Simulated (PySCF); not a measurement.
# A diatomic session: RbAl+

The task here is to estimate one member of a computed series from the others.

Method: Rb def2-SVP with ECP28, Al def2-SVP, scalar-relativistic core potentials; program: PySCF 2.14.0.

Set-up of the first run:

A driver script around PySCF takes these settings:

| Property | Result |
| --- | --- |
| atoms | Rb, Al |
| charge | 1 |
| basis | Rb def2-SVP with ECP28, Al def2-SVP |
| Hamiltonian | scalar-relativistic core potentials |
| basis functions | 42 |
| electrons treated | 21 |
| masses in u | 84.9118, 26.9815 |
| levels | PBE0, PBE, r²SCAN, M06, B97-3, PBEsol, ωB97X, HF, MP2, SCS-MP2, CCSD, CCSD(T) |
| grid | 80 radial by 434 angular points |
| occupations | held fixed by the projection of orbital angular momentum |
| dissociation limit | Rb+ + Al, each in its ground configuration |
| starting distance in angstrom | 3.355 |
| values of 2S to try | 1, 3 |

Run with:

```sh
$ OMP_NUM_THREADS=1 python dia.py task.json out
```

Steps of the session up to this table: Set-up; PBE0 along the bond; Other states along the same grid; PBE; r²SCAN; M06 (hybrid meta-GGA); B97-3; PBEsol (GGA); ωB97X; UHF; Adding correlation.

One of the session's tables, all rows but one given; the rest of the session is left out.

It belongs to the step «The curves together». Energy (eV) from each level's lowest point:

```
R (Å)    UHF  UHF-MP2  UHF-SCS-MP2  UHF-CCSD  UHF-CCSD(T)
3.527  0.186    0.138        0.145       n/a          n/a
3.691  0.094    0.064        0.068     0.062        0.060
3.855  0.040    0.022        0.024     0.021        0.020
3.978  0.016    0.006        0.007     0.006        0.006
4.101      ?        ?            ?         ?            ?
4.224  0.000    0.001        0.000     0.001        0.001
4.388  0.004    0.010        0.008     0.010        0.011
4.593  0.018    0.029        0.026     0.030        0.031
4.839  0.043    0.059        0.054     0.059        0.061
5.167  0.082    0.102        0.096       n/a          n/a
```

Q: Estimate the row for R (Å) = 4.101 from the others.

Worked estimate for «UHF». A straight line through the neighbours (3.978, 0.016) and (4.224, 0.000) gives 0.016 + (0.000 − 0.016) × (4.101 − 3.978) / (4.224 − 3.978) = 0.008; a parabola fitted to 4 rows on both sides gives 0.004.

**Answer.** UHF: 0.004; UHF-MP2: 0.000; UHF-SCS-MP2: 0.000; UHF-CCSD: 0.000; UHF-CCSD(T): 0.000. In «UHF» the line misses by +0.004 and the parabola by 0.000.

State 2 has its PBE0 minimum 0.45 eV higher. State 3 has its PBE0 minimum 3.64 eV higher. The other levels ran on the lowest alone.
